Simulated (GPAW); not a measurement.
Runs of GPAW 26.7.0 on Pb2O. Symmetry: Pn-3m, No. 224, cubic system. Conventional cell: a = 5.380 Å, b = 5.380 Å, c = 5.380 Å, α = 90.00°, β = 90.00°, γ = 90.00°. Pb (site symmetry -3m) is surrounded by 2 O at 2.33 Å. Around O (site symmetry -43m) lie 4 Pb at 2.33 Å. 

| task | level | potentials or basis | k mesh | cutoff (eV) | maxiter | convergence | gap on the mesh (eV) | pressure (GPa) | V0 of scaled cells (Å³/atom) | B0 (GPa) |
| --- | --- | --- | --- | --- | --- | --- | --- | --- | --- | --- |
| equation of state | PBEsol | PAW data sets generated in the run's folder for this functional, pw | 5 × 5 × 5 | 800 | 150 | - | - | - | 25.76 | 54 |
| equation of state | PBE | GPAW PAW data sets (gpaw-data 1.2.1), pw | 4 × 4 × 4 | 800 | 150 | - | - | - | (a) | 48 |
| single point | TB-mBJ | GPAW PAW data sets for LDA (gpaw-data 1.2.1), pw | 4 × 4 × 4 | 800 | 150 | - | none | - | - | - |
| single point | PBEsol | PAW data sets generated in the run's folder for this functional, pw | 5 × 5 × 5 | 800 | 150 | - | none | (b) | - | - |
| single point | LDA | the program's PAW data sets (release 1.2.1) made for this functional, pw | 4 × 4 × 4 | 600 | 120 | default | none | -3.5 | - | - |
| single point | PBE | GPAW PAW data sets (gpaw-data 1.2.1), pw | 4 × 4 × 4 | 600 | 120 | default | none | (c) | - | - |
| equation of state | LDA | the program's PAW data sets (release 1.2.1) made for this functional, pw | 4 × 4 × 4 | 800 | 150 | - | - | - | 24.90 | 61 |

Alike in all rows: no spin polarisation; cell as given; smearing fermi-dirac 0.05 eV.

Question: Estimate the missing entries.

Answer: (a) 27.13; (b) -0.4; (c) 1.2.

Caveats: the cutoff is short for stress and forces, so pressures can be off by a GPa or more (some runs); a model potential gives levels but no total energy (some runs); the PAW data sets were made with another functional, which shifts forces and pressure a little (some runs).

A k mesh can miss the band edges, and the runs leave out spin-orbit coupling on Pb.

A gap of «none» marks a metal or a gap under the smearing width.

Not every run made on this cell is shown here.
